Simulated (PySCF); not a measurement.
# SnH with other numerical set-ups

Which parts of the numerical set-up matter for SnH? Each run edits the base script.

Method: method and basis as typed in the scripts; program: PySCF 2.14.0.

5 further runs of the same task are left out: 1 for a known fault of the program, 4 that didn't finish.

### Step 1. The system as given

SnH: 2 atoms, charge 0, spin multiplicity 2.

Bond lengths: Sn1–H2 1.503 Å.

### Step 2. The run that the others are compared with

input.py reads:

```python
from pyscf import gto, scf, mcscf, mrpt

mol = gto.M(
    atom='Sn 0 0 0; H 0 0 1.503',
    basis='def2-svp',
    ecp={'Sn': 'def2-svp'},
    charge=0,
    spin=1,
    verbose=4,
)
mf = scf.ROHF(mol)
mf.kernel()
mc = mcscf.CASSCF(mf, 6, 7)
mc.kernel()
mc.analyze()
mrpt.NEVPT(mc).kernel()
mf.dip_moment()
print('orbital energies (hartree):', mf.mo_energy[..., max(0, mol.nelec[1]-3):mol.nelec[0]+3].round(4))
```

Command:

```
$ OMP_NUM_THREADS=1 python input.py
```

The log of this run is left out.

Base result: E(SCF) = -213.871102 Eh, 8 cycles, E(CAS) − E(SCF) = -0.02813 Eh, NEVPT2 = -0.07515 Eh, μ = 0.68 D (of the SCF density).

The bond length is a typed value, not an optimised one.

### Step 3. Def2-svpd

Variant 1 changes basis set: def2-svp → def2-svpd.

input.py reads:

```python
from pyscf import gto, scf, mcscf, mrpt

mol = gto.M(
    atom='Sn 0 0 0; H 0 0 1.503',
    basis='def2-svpd',
    ecp={'Sn': 'def2-svpd'},
    charge=0,
    spin=1,
    verbose=4,
)
mf = scf.ROHF(mol)
mf.kernel()
mc = mcscf.CASSCF(mf, 6, 7)
mc.kernel()
mc.analyze()
mrpt.NEVPT(mc).kernel()
mf.dip_moment()
print('orbital energies (hartree):', mf.mo_energy[..., max(0, mol.nelec[1]-3):mol.nelec[0]+3].round(4))
```

Command:

```
$ OMP_NUM_THREADS=1 python input.py
```

### Step 4. Cartesian functions on

Variant 2 changes Cartesian functions: off → on.

Changes to input.py since step 2:

```diff
@@ -8,2 +8,3 @@
     spin=1,
+    cart=True,
     verbose=4,
```

### Step 5. Density fitting def2-universal-jkfit

Variant 3 changes density fitting: none → def2-universal-jkfit.

Changes to input.py since step 2:

```diff
@@ -11,2 +11,3 @@
 mf = scf.ROHF(mol)
+mf = mf.density_fit(auxbasis='def2-universal-jkfit')
 mf.kernel()
```

**Question.** What will these runs give? Wanted: for each run, E(SCF); from base; SCF dipole; after the SCF.

The runs gave:

```
                                 run  E(SCF) (hartree)  from base (eV)  cycles  SCF dipole (D)  functions                                                                 after the SCF
                                base       -213.871102               0       8            0.68         31  NEVPT2 correlation -2.811 eV (from the SCF energy, the CASSCF gain included)
                           def2-svpd       -213.871443         -0.0093       8            0.57         40  NEVPT2 correlation -2.968 eV (from the SCF energy, the CASSCF gain included)
              Cartesian functions on       -213.871180         -0.0021       8            0.67         33  NEVPT2 correlation -3.076 eV (from the SCF energy, the CASSCF gain included)
density fitting def2-universal-jkfit       -213.871050         +0.0014       8            0.68         31  NEVPT2 correlation -2.809 eV (from the SCF energy, the CASSCF gain included)
```

In words: The largest comparable shift of the SCF energy, -0.009 eV, comes with the run “def2-svpd”. def2-svpd (40 functions) gives an energy 0.01 eV lower than def2-svp (31).
